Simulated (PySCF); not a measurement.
# Cd, Cd⁺, Cd²⁺: ionisation energies in def2-QZVPPD with ECP28

Aim: the ionisation energy of cadmium from differences of total energies, at each level of theory, and how far each lands from the tabulated value where there is one.

The numbers are computed with PySCF 2.14.0 (unrestricted determinants in a Gaussian basis, no spin-orbit coupling in the energies), except any that are marked as measured or tabulated.

**1. What is computed**

* Element: cadmium (Z = 48)
* Basis: def2-QZVPPD with the def2 core potential (28 electrons) (7s5p4d4f2g, 88 functions)
* Hamiltonian: a scalar-relativistic core potential
* State 1: Cd: [Kr] 4d10 5s2, closed-shell 1S
* State 2: Cd⁺: [Kr] 4d10 5s1, 2S determinant
* State 3: Cd²⁺: [Kr] 4d10, closed-shell 1S
* Methods: CCSD(T)
* Core shells frozen in the correlated runs: valence and next inner shell: nothing (for Cd)

The outer shells:

Cd [Kr] 4d10 5s2
```
[Kr] core
4d [↑↓][↑↓][↑↓][↑↓][↑↓]
5s [↑↓]
```

Cd+ [Kr] 4d10 5s1
```
[Kr] core
4d [↑↓][↑↓][↑↓][↑↓][↑↓]
5s [↑ ]
```

Cd2+ [Kr] 4d10
```
[Kr] core
4d [↑↓][↑↓][↑↓][↑↓][↑↓]
```

The runs were made by one driver on top of PySCF. The scripts below sum up each run's settings (the driver also hands on starting orbitals that pick excited configurations, and frozen orbitals as a list rather than a count), and the logs come from the driver's own runs. The driver starts from symmetry-adapted Hartree-Fock orbitals, holds the occupation by maximum overlap and uses a logarithmic radial grid for functionals, so a plain start would take other cycles.

The integrals over 88 functions and the set-up took 1.3 s of CPU time.

**2. Cd: CCSD(T) (valence and next inner shell)**

**CCSD(T) (valence and next inner shell)**

input.py

```python
from pyscf import gto, scf, dft, mp, cc
import basis_set_exchange as bse
txt = bse.get_basis("def2-QZVPPD", elements=["Cd"], fmt="nwchem", header=False)
cut = txt.index("\nECP")
mol = gto.M(atom="Cd 0 0 0", charge=0, spin=0, symmetry="D2h",
            basis=gto.basis.parse(txt[:cut]),
            ecp={"Cd": gto.basis.parse_ecp(txt[cut:])})
mf = scf.UHF(mol)
mf.irrep_nelec = {'Ag': (4, 4), 'B1g': (1, 1), 'B2g': (1, 1), 'B3g': (1, 1), 'B1u': (1, 1), 'B2u': (1, 1), 'B3u': (1, 1)}
mf.kernel()
mycc = cc.CCSD(mf, frozen=0).run()
mycc.ccsd_t()
```

**3. Cd⁺: CCSD(T) (valence and next inner shell)**

**CCSD(T) (valence and next inner shell)**

input.py

```python
from pyscf import gto, scf, dft, mp, cc
import basis_set_exchange as bse
txt = bse.get_basis("def2-QZVPPD", elements=["Cd"], fmt="nwchem", header=False)
cut = txt.index("\nECP")
mol = gto.M(atom="Cd 0 0 0", charge=1, spin=1, symmetry="D2h",
            basis=gto.basis.parse(txt[:cut]),
            ecp={"Cd": gto.basis.parse_ecp(txt[cut:])})
mf = scf.UHF(mol)
mf.irrep_nelec = {'Ag': (4, 3), 'B1g': (1, 1), 'B2g': (1, 1), 'B3g': (1, 1), 'B1u': (1, 1), 'B2u': (1, 1), 'B3u': (1, 1)}
mf.kernel()
mycc = cc.CCSD(mf, frozen=0).run()
mycc.ccsd_t()
```

**4. Cd²⁺, at CCSD(T) (valence and next inner shell)**

**CCSD(T) (valence and next inner shell)**

input.py

```python
from pyscf import gto, scf, dft, mp, cc
import basis_set_exchange as bse
txt = bse.get_basis("def2-QZVPPD", elements=["Cd"], fmt="nwchem", header=False)
cut = txt.index("\nECP")
mol = gto.M(atom="Cd 0 0 0", charge=2, spin=0, symmetry="D2h",
            basis=gto.basis.parse(txt[:cut]),
            ecp={"Cd": gto.basis.parse_ecp(txt[cut:])})
mf = scf.UHF(mol)
mf.irrep_nelec = {'Ag': (3, 3), 'B1g': (1, 1), 'B2g': (1, 1), 'B3g': (1, 1), 'B1u': (1, 1), 'B2u': (1, 1), 'B3u': (1, 1)}
mf.kernel()
mycc = cc.CCSD(mf, frozen=0).run()
mycc.ccsd_t()
```

Before running it: what results should come out?

**Answer**, as computed:

```
              quantity                                                                           value
 ionisation energy, Cd     UHF 7.337, CCSD(T) (valence and next inner shell) 8.930 eV; reference 8.994
ionisation energy, Cd⁺  UHF 15.585, CCSD(T) (valence and next inner shell) 16.845 eV; reference 16.908
```

Accuracy by level (over 2 differences):

| method | mean absolute miss against the measured values (with the measured fine structure taken into account where it is known) (eV) |
| --- | --- |
| UHF | 1.490 |
| MP2 (valence and next inner shell) | 0.041 |
| SCS-MP2 (valence and next inner shell) | 0.120 |
| CCSD (valence and next inner shell) | 0.195 |
| CCSD(T) (valence and next inner shell) | 0.064 |

**Reading.** MP2 (valence and next inner shell) lands nearest to the measured values (mean absolute error over 2 measured values 0.04 eV); UHF misses by most (1.49 eV). In a finite basis a lower level can come nearest by cancelling errors. Hartree-Fock falls short because the species with more electrons holds more correlation energy, which it lacks. The basis is finite, and no extrapolation was made.
